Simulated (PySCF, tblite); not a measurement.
**C3H11ClSi2: geometry, infrared bands and NMR shifts**

Aim: predict the infrared bands and NMR shifts of C3H11ClSi2 (`C[SiH2][C@@H](C)[SiH2]Cl`).

Programs: tblite 0.8.0 and PySCF 2.14.0, with density-fitted response routines of our own. Each step states its level of theory. These are calculated values for one molecule in the gas phase, unless marked as measured. Atoms are numbered from 0 throughout.

### Step 1. The starting structure

17 atoms, charge 0, multiplicity 1; geometry from: force field or distance geometry start.

Bonds of the start (Å): C0–Si1 1.86, Si1–C2 1.85, C2–C3 1.52, C2–Si4 1.85, Si4–Cl5 2.07, C0–H6 1.10, C0–H7 1.09, C0–H8 1.11, Si1–H9 1.47, Si1–H10 1.49, C2–H11 1.12, C3–H12 1.10, C3–H13 1.12, C3–H14 1.11, Si4–H15 1.48, Si4–H16 1.48.

### Step 2. Relaxing the molecule with GFN2-xTB

What the job is given:

```
{"job": {"kind": "relax", "xc": "GFN2-xTB", "basis": "xTB"}, "charge": 0, "multiplicity": 1}
C      2.297600     0.138900    -0.546800
Si     0.971900    -0.592700     0.530900
C     -0.679300    -0.331200    -0.263500
C     -1.696800    -1.042100     0.611500
Si    -1.097800     1.461000    -0.491300
Cl     0.034700     2.739400     0.683600
H      3.244600    -0.362000    -0.319000
H      2.069900     0.054500    -1.612500
H      2.432600     1.204800    -0.248800
H      1.015000    -0.094500     1.917200
H      1.216800    -2.060100     0.559100
H     -0.663300    -0.880100    -1.241200
H     -2.693600    -0.932600     0.168400
H     -1.371600    -2.116900     0.636100
H     -1.646300    -0.683700     1.664000
H     -2.517000     1.709800    -0.135900
H     -0.924300     1.799500    -1.921800
```

Started as:

```
> OMP_NUM_THREADS=1 python probes_run.py task.json out
```

This one command runs all jobs of the session in turn.

**Question.** This job is followed by: GFN2-xTB harmonic vibrations, gas phase; GIAO PBE0/pcSseg-1 NMR shielding, non-relativistic, gas phase. What will the session give for the following? strongest single infrared mode (GFN2-xTB); zero-point energy (GFN2-xTB); ¹³C shifts against TMS (PBE0/pcSseg-1); ¹H shifts against TMS (PBE0/pcSseg-1, means over atoms taken as alike); ²⁹Si shifts against TMS (PBE0/pcSseg-1); ³⁵Cl shifts against HCl (PBE0/pcSseg-1).

The runs gave:

```
                                                              quantity                                         value
                             strongest single infrared mode (GFN2-xTB)                         2190 cm⁻¹, 450 km/mol
                                          zero-point energy (GFN2-xTB)                                 79.0 kcal/mol
                                ¹³C shifts against TMS (PBE0/pcSseg-1)                           12.9, 9.8, -6.4 ppm
¹H shifts against TMS (PBE0/pcSseg-1, means over atoms taken as alike)  5.21, 5.15, 4.23, 4.20, 1.33, 0.18, 0.16 ppm
                               ²⁹Si shifts against TMS (PBE0/pcSseg-1)                               -9.7, -37.0 ppm
                               ³⁵Cl shifts against HCl (PBE0/pcSseg-1)                                       -79 ppm
```

In words: The optimisation took 121 steps and gained 0.373 eV; among the close pairs (by a distance rule), Si1–C2 changed most, from 1.851 to 1.916 Å. All 45 modes are real, so the xTB geometry is a minimum. The strongest single mode, at 2190 cm⁻¹, moves mainly H10. Unscaled tight-binding wavenumbers are off by several per cent, some by more. Its intensities can rank the bands wrongly. At PBE0/pcSseg-1: The largest span, 99 ppm, is at Si4, where the paramagnetic term is -521 ppm.
